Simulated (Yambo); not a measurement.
# Ge (Fd-3m) in Yambo: further runs

The runs below take Ge through optical spectrum, with PBEsol.

All numbers are computed with Yambo 5.3.0; they aren't measurements. Logs are shortened: lines on timing, memory, paths and dates and some standing lists are left out, and cuts for length are marked.

**The experiment to reproduce.**

From “Temperature-dependent photoluminescence in Ge: experiment and theory”, 2020, arxiv:2003.00143, for a bulk crystal of Ge at 0 K: band gap 0.744 eV (indirect).

“Electronic and optical properties of SixGe1-x-ySny alloys lattice-matched to Ge”, 2021, arxiv:2109.02782 reports, for a bulk crystal of Ge at 300 K: band gap 0.807 eV (direct).

How close the calculation comes is told below.

## Step 1: Starting point

It takes space group Fd-3m (No. 227, cubic). The conventional cell has a = 5.658 Å, b = 5.658 Å, c = 5.658 Å, α = 90.00°, β = 90.00°, γ = 90.00°. Ge (site symmetry -43m) has 4 Ge at 2.45 Å as nearest neighbours.

## Step 2: Optical spectrum, PBEsol

The input, optics3.in:

```
optics
chi
Chimod= "IP"
% BndsRnXd
 1 | 29 |
%
% LongDrXd
 1 | 1 | 1 |
%
% QpntsRXd
 1 | 1 |
%
% EnRngeXd
 0 | 10 | eV
%
% DmRngeXd
 0.1 | 0.1 | eV
%
ETStpsXd= 200
```

The input, scf.in:

```
&CONTROL
  calculation = 'scf'
  prefix = 'pwscf'
  outdir = './tmp'
  pseudo_dir = './pseudo'
/
&SYSTEM
  ibrav = 0
  nat = 2
  ntyp = 1
  ecutwfc = 78
  nbnd = 21
  occupations = 'smearing'
  smearing = 'fd'
  degauss = 0.00367493
  force_symmorphic = .true.
/
&ELECTRONS
  conv_thr = 4d-10
  electron_maxstep = 120
  mixing_beta = 0.5
/
ATOMIC_SPECIES
Ge    72.6300 Ge.upf
CELL_PARAMETERS angstrom
   0.0000000000    2.8289100000    2.8289100000
   2.8289100000    0.0000000000    2.8289100000
   2.8289100000    2.8289100000    0.0000000000
ATOMIC_POSITIONS crystal
Ge     0.7500000000    0.7500000000    0.7500000000
Ge     0.5000000000    0.5000000000    0.5000000000
K_POINTS automatic
12 12 12 0 0 0
```

The input, nscf.in:

```
&CONTROL
  calculation = 'nscf'
  prefix = 'pwscf'
  outdir = './tmp'
  pseudo_dir = './pseudo'
/
&SYSTEM
  ibrav = 0
  nat = 2
  ntyp = 1
  ecutwfc = 78
  nbnd = 34
  occupations = 'smearing'
  smearing = 'fd'
  degauss = 0.00367493
  force_symmorphic = .true.
/
&ELECTRONS
  conv_thr = 1d-08
  diago_full_acc = .true.
  diago_thr_init = 1d-06
/
ATOMIC_SPECIES
Ge    72.6300 Ge.upf
CELL_PARAMETERS angstrom
   0.0000000000    2.8289100000    2.8289100000
   2.8289100000    0.0000000000    2.8289100000
   2.8289100000    2.8289100000    0.0000000000
ATOMIC_POSITIONS crystal
Ge     0.7500000000    0.7500000000    0.7500000000
Ge     0.5000000000    0.5000000000    0.5000000000
K_POINTS automatic
12 12 12 0 0 0
```

Potentials or basis: PseudoDojo 0.4.1 SR PBEsol standard.

Started as:

```
$ OMP_NUM_THREADS=1 pw.x -in scf.in > scf.out
$ OMP_NUM_THREADS=1 pw.x -in nscf.in > nscf.out
$ cd tmp/pwscf.save; p2y; mv SAVE ../..; cd ../..
$ OMP_NUM_THREADS=1 yambo
$ OMP_NUM_THREADS=1 yambo -F optics3.in -J optics3 -C optics3_out
```

Yambo's report:

```text
[... sections 02.01 to 02.04 as in the set-up run ...]

  [02.05] Energies & Occupations
  ==============================

  [X] === General ===
  [X] Electronic Temperature                        :  0.258606E-1   300.100    [eV K]
  [X] Bosonic    Temperature                        :  0.258606E-1   300.100    [eV K]
  [X] Finite Temperature mode                       : yes
  [X] El. density                                   :  0.61840E+24 [cm-3]
  [X] Fermi Level                                   :  9.434651 [eV]

  [X] === Gaps and Widths ===
  [X] Conduction Band Min                           :  9.434651 [eV]
  [X] Valence Band Max                              :  9.434651 [eV]
  [X] Filled Bands                                  :  11
  [X] Metallic Bands                                :  12  15
  [X] Empty Bands                                   :   16   34

  [X] === Metallic Characters ===
  [X] N of el / N of met el                         :  28.00000   5.99811
  [X] Average metallic occ.                         :  0.374882

  [WARNING] [X] Metallic system

 [03] Transferred momenta grid and indexing
 ==========================================

 IBZ Q-points                                      :   72
 BZ  Q-points                                      :  1728

 K/Q-points units:
 rlu = crystal or reduced units; cc = cartesian coordinates; iku = interal k-units

 Q [ 1]         [rlu]:  0.000000  0.000000  0.000000
 Q [ 2]         [rlu]: -0.11216E-17 -0.11216E-17  0.83333E-01
 Q [ 3]         [rlu]: -0.43135E-17 -0.43135E-17  0.16667
 Q [ 4]         [rlu]: -0.12946E-17 -0.12946E-17  0.25000
 Q [ 5]         [rlu]: -0.86270E-17 -0.86270E-17  0.33333
 Q [ 6]         [rlu]:  0.60271E-18  0.60271E-18  0.41667
 Q [ 7]         [rlu]:  0.25892E-17  0.25892E-17 -0.50000
 Q [ 8]         [rlu]: -0.14706E-16  0.83333E-01  0.83333E-01
 Q [ 9]         [rlu]: -0.20903E-16  0.83333E-01  0.16667
 Q [10]         [rlu]: -0.22432E-17  0.83333E-01  0.25000
 Q [11]         [rlu]: -0.24910E-16  0.83333E-01  0.33333
 Q [12]         [rlu]: -0.34594E-18  0.83333E-01  0.41667
 Q [13]         [rlu]:  0.64272E-17  0.83333E-01  0.50000
 Q [14]         [rlu]:  0.10870E-16  0.83333E-01 -0.41667
 Q [15]         [rlu]: -0.13024E-16  0.83333E-01 -0.33333
[... 33 lines left out ...]
 Q [49]         [rlu]:  0.083333  0.250000  0.333333
 Q [50]         [rlu]:  0.083333  0.250000  0.416667

 Remaining 22 points informations can be written running with -fatlog

 [WARNING] [Xd] User bands 1-29 break level degeneracy

 [04] Dipoles
 ============

  [04.01] Setup: observables and procedures
  =========================================

  [WF-Oscillators/G space/Transverse up loader] Normalization (few states)  min/max  :  0.12050E-16   1.0000

  [WR./optics3//ndb.dipoles]------------------------------------------------------
   Brillouin Zone Q/K grids (IBZ/BZ)                :    72  1728    72  1728
   RL vectors                                       :   4573 [WF]
   Fragmentation                                    : yes
   Electronic Temperature                           :  300.1000 [K]
   Bosonic    Temperature                           :  300.1000 [K]
   DIP band range                                   :   1  29
   DIP band range limits                            :  15  12
   DIP e/h energy range                             : -1.000000 -1.000000 [eV]
   RL vectors in the sum                            :   4573
   [r,Vnl] included                                 : yes
   Bands ordered                                    : yes
   Direct v evaluation                              : no
   Approach used                                    : G-space v
   Dipoles computed                                 : R V P [G-space]
   Wavefunctions                                    : Perdew, Burke & Ernzerhof SOL(X)+Perdew, Burke & Ernzerhof SOL(C)

  [WARNING] [r,Vnl^pseudo] included in position and velocity dipoles.

  [WARNING] In case H contains other non local terms, these are neglected

 [05] Optics
 ===========

 [X-CG] R(p) Tot o/o(of R):    12189   365976      100

 [WARNING] The system is a metal but Drude term not included.
```

o-optics3.eps_q1_ip:

```text
# Absorption @ Q(1):  0.577350269     0.577350269     0.577350269    [q->0 direction]
#
# [ X ] Hartree size                              :  1
# [GEN] GF Energies                               : Perdew, Burke & Ernzerhof SOL(X)+Perdew, Burke & Ernzerhof SOL(C)
# [GEN] Green`s Function                          : Retarded
#
# [GEN] Gauge                                     : Length
# [GEN] [r,Vnl] included                          : yes
#
#    E[1] [eV]          Im(eps)            Re(eps)
#
        0.000000          -0.28567E-13        502.1243
        0.050251           307.2026           258.4600
        0.100503           243.8969           24.63647
        0.150754           138.8718          -34.33050
        0.201005           78.20931          -35.25709
        0.251256           46.56264          -25.29315
[... 192 lines left out ...]
        9.949749           1.047403          -1.301992
        10.00000           1.236727          -1.311487
#
```

Run time: 3.5 min. Hardware: 1 thread of Intel Xeon Platinum 8259CL at 2.50GHz (Skylake/Cascade Lake), shared host; peak memory 0.28 GiB.

What came out:

```
Band gap on the k mesh, mean-field level : none (metal or under the smearing width)
```

Dielectric function (along the field direction of the input):
| energy (eV) | real part | imaginary part |
| --- | --- | --- |
| 0.25 | -25.29 | 46.56 |
| 0.45 | 3.58 | 10.29 |
| 0.70 | 17.37 | 4.19 |
| 0.95 | 26.99 | 6.42 |
| 1.21 | 24.22 | 11.25 |
| 1.46 | 31.16 | 34.28 |
| 1.71 | 6.22 | 13.87 |
| 1.96 | 11.82 | 16.29 |
| 2.21 | 10.31 | 13.62 |
| 2.46 | 14.75 | 13.59 |
| 2.71 | 11.56 | 17.59 |
| 2.96 | 14.83 | 19.12 |
| 3.22 | 11.82 | 24.72 |
| 3.47 | 6.68 | 27.99 |
| 3.72 | -5.43 | 34.28 |
| 3.97 | -5.46 | 16.28 |
| 4.22 | -1.19 | 17.40 |
| 4.47 | -5.06 | 21.01 |
| 4.72 | -11.60 | 12.37 |
| 4.97 | -8.53 | 10.57 |
| 5.23 | -9.76 | 8.31 |
| 5.48 | -7.83 | 5.54 |
| 5.73 | -5.46 | 5.89 |
| 5.98 | -5.62 | 5.17 |
| 6.23 | -4.89 | 6.04 |
| 6.48 | -8.02 | 5.15 |
| 6.73 | -5.64 | 2.66 |
| 6.98 | -4.52 | 2.13 |
| 7.24 | -3.74 | 2.32 |
| 7.49 | -3.50 | 2.25 |
| 7.74 | -3.31 | 1.94 |
| 7.99 | -2.59 | 2.31 |
| 8.24 | -2.57 | 2.19 |
| 8.49 | -2.72 | 1.91 |
| 8.74 | -2.72 | 1.84 |
| 8.99 | -2.43 | 1.37 |
| 9.25 | -2.34 | 1.19 |
| 9.50 | -1.94 | 1.11 |
| 9.75 | -1.92 | 0.90 |
| 10.00 | -1.31 | 1.24 |

Caveat: the intraband (Drude) term of the metal is left out; the ground state has no gap, which makes the many-body step unreliable; independent-particle spectra lack excitons; this crystal is a semiconductor, whose small gap the functional closes, so the metal is an error of the method.

## Step 3: Optical spectrum, PBEsol

The input, optics4.in:

```
optics
chi
Chimod= "HARTREE"
% BndsRnXd
 1 | 29 |
%
NGsBlkXd= 2 Ry
% LongDrXd
 0 | 0 | 1 |
%
% QpntsRXd
 1 | 1 |
%
% EnRngeXd
 0 | 30 | eV
%
% DmRngeXd
 0.1 | 0.1 | eV
%
ETStpsXd= 200
```

scf.in is that of step 2.

nscf.in is that of step 2.

Potentials or basis: PseudoDojo 0.4.1 SR PBEsol standard.

Started as:

```
$ OMP_NUM_THREADS=1 pw.x -in scf.in > scf.out
$ OMP_NUM_THREADS=1 pw.x -in nscf.in > nscf.out
$ cd tmp/pwscf.save; p2y; mv SAVE ../..; cd ../..
$ OMP_NUM_THREADS=1 yambo
$ OMP_NUM_THREADS=1 yambo -F optics4.in -J optics4 -C optics4_out
```

Yambo's report:

```text
[... sections 02.01 to 02.04 as in the set-up run ...]

  [02.05] Energies & Occupations
  ==============================

  [X] === General ===
  [X] Electronic Temperature                        :  0.258606E-1   300.100    [eV K]
  [X] Bosonic    Temperature                        :  0.258606E-1   300.100    [eV K]
  [X] Finite Temperature mode                       : yes
  [X] El. density                                   :  0.61840E+24 [cm-3]
  [X] Fermi Level                                   :  9.434651 [eV]

  [X] === Gaps and Widths ===
  [X] Conduction Band Min                           :  9.434651 [eV]
  [X] Valence Band Max                              :  9.434651 [eV]
  [X] Filled Bands                                  :  11
  [X] Metallic Bands                                :  12  15
  [X] Empty Bands                                   :   16   34

  [X] === Metallic Characters ===
  [X] N of el / N of met el                         :  28.00000   5.99811
  [X] Average metallic occ.                         :  0.374882

  [WARNING] [X] Metallic system

 [03] Transferred momenta grid and indexing
 ==========================================

 IBZ Q-points                                      :   72
 BZ  Q-points                                      :  1728

 K/Q-points units:
 rlu = crystal or reduced units; cc = cartesian coordinates; iku = interal k-units

 Q [ 1]         [rlu]:  0.000000  0.000000  0.000000
 Q [ 2]         [rlu]: -0.11216E-17 -0.11216E-17  0.83333E-01
 Q [ 3]         [rlu]: -0.43135E-17 -0.43135E-17  0.16667
 Q [ 4]         [rlu]: -0.12946E-17 -0.12946E-17  0.25000
 Q [ 5]         [rlu]: -0.86270E-17 -0.86270E-17  0.33333
 Q [ 6]         [rlu]:  0.60271E-18  0.60271E-18  0.41667
 Q [ 7]         [rlu]:  0.25892E-17  0.25892E-17 -0.50000
 Q [ 8]         [rlu]: -0.14706E-16  0.83333E-01  0.83333E-01
 Q [ 9]         [rlu]: -0.20903E-16  0.83333E-01  0.16667
 Q [10]         [rlu]: -0.22432E-17  0.83333E-01  0.25000
 Q [11]         [rlu]: -0.24910E-16  0.83333E-01  0.33333
 Q [12]         [rlu]: -0.34594E-18  0.83333E-01  0.41667
 Q [13]         [rlu]:  0.64272E-17  0.83333E-01  0.50000
 Q [14]         [rlu]:  0.10870E-16  0.83333E-01 -0.41667
 Q [15]         [rlu]: -0.13024E-16  0.83333E-01 -0.33333
[... 33 lines left out ...]
 Q [49]         [rlu]:  0.083333  0.250000  0.333333
 Q [50]         [rlu]:  0.083333  0.250000  0.416667

 Remaining 22 points informations can be written running with -fatlog

 [WARNING] [Xd] User bands 1-29 break level degeneracy

 [04] Dipoles
 ============

  [04.01] Setup: observables and procedures
  =========================================

  [WF-Oscillators/G space/Transverse up loader] Normalization (few states)  min/max  :  0.12050E-16   1.0000

  [WR./optics4//ndb.dipoles]------------------------------------------------------
   Brillouin Zone Q/K grids (IBZ/BZ)                :    72  1728    72  1728
   RL vectors                                       :   4573 [WF]
   Fragmentation                                    : yes
   Electronic Temperature                           :  300.1000 [K]
   Bosonic    Temperature                           :  300.1000 [K]
   DIP band range                                   :   1  29
   DIP band range limits                            :  15  12
   DIP e/h energy range                             : -1.000000 -1.000000 [eV]
   RL vectors in the sum                            :   4573
   [r,Vnl] included                                 : yes
   Bands ordered                                    : yes
   Direct v evaluation                              : no
   Approach used                                    : G-space v
   Dipoles computed                                 : R V P [G-space]
   Wavefunctions                                    : Perdew, Burke & Ernzerhof SOL(X)+Perdew, Burke & Ernzerhof SOL(C)

  [WARNING] [r,Vnl^pseudo] included in position and velocity dipoles.

  [WARNING] In case H contains other non local terms, these are neglected

 [05] Optics
 ===========

 [X-CG] R(p) Tot o/o(of R):    12189   365976      100

 [WARNING] The system is a metal but Drude term not included.
```

It took 3.9 min on 1 thread of Intel Xeon Platinum 8259CL at 2.50GHz (Skylake/Cascade Lake), shared host; peak memory 0.72 GiB.

What came out:

| Property | Result |
| --- | --- |
| Band gap on the k mesh, mean-field level | none (metal or under the smearing width) |
| Peak of the energy-loss function | 15.8 eV |

Dielectric function (along the field direction of the input):
```csv
energy (eV),real part,imaginary part
0.30,-16.65,29.49
0.90,23.44,4.95
1.51,19.76,39.66
2.26,9.65,12.39
2.86,11.85,13.92
3.62,5.00,27.04
4.22,-0.66,15.04
4.97,-7.81,9.82
5.58,-6.02,4.79
6.33,-3.84,6.37
6.93,-4.68,2.18
7.69,-3.20,1.94
8.29,-2.18,2.01
9.05,-2.12,1.40
9.65,-1.68,1.15
10.40,-1.65,1.17
11.01,-1.13,0.77
11.76,-0.84,0.59
12.36,-0.71,0.43
13.12,-0.44,0.41
13.72,-0.28,0.34
14.47,-0.18,0.26
15.08,-0.07,0.27
15.83,0.03,0.22
16.43,0.08,0.20
17.19,0.18,0.21
17.79,0.24,0.17
18.54,0.28,0.14
19.15,0.36,0.08
19.90,0.41,0.09
```

Energy-loss function:
```
energy (eV)   loss
        0.0  0.000
        1.4  0.012
        2.6  0.036
        3.9  0.054
        5.3  0.057
        6.5  0.069
        7.8  0.150
        9.2  0.212
       10.4  0.286
       11.8  0.558
       13.1  1.143
       14.3  2.239
       15.7  4.007
       16.9  3.254
       18.2  1.768
       19.6  0.571
       20.8  0.317
       22.2  0.147
       23.5  0.110
       24.7  0.056
       26.1  0.149
       27.4  0.219
       28.6  0.267
       30.0  0.281
```

Caveat: the intraband (Drude) term of the metal is left out; the ground state has no gap, which makes the many-body step unreliable; these spectra lack excitons; this crystal is a semiconductor, whose small gap the functional closes, so the metal is an error of the method.

## Step 4: How close it comes

Step 2. Against the measured gap of Ge, 0.744 eV (indirect; 0 K; “Temperature-dependent photoluminescence in Ge: experiment and theory”, 2020, arxiv:2003.00143), the calculated 0.00 eV is off by -0.74 eV. 3 values of this kind are on record (0.666 to 0.807 eV); this one was drawn at random among those near their median. Spin-orbit coupling on Ge is left out. The value is that of PBEsol on a finite k mesh, which can miss the band edges, without temperature or zero-point motion. Semilocal functionals fall short of measured gaps as a rule.

Step 3. A measured gap of Ge is 0.807 eV (direct; 300 K; “Electronic and optical properties of SixGe1-x-ySny alloys lattice-matched to Ge”, 2021, arxiv:2109.02782); the calculated 0.00 eV misses it by -0.81 eV. 3 values of this kind are on record (0.666 to 0.807 eV); this one was drawn at random among those near their median. Spin-orbit coupling on Ge is left out. The value is that of PBEsol on a finite k mesh, which can miss the band edges, without temperature or zero-point motion. Semilocal functionals fall short of measured gaps as a rule.
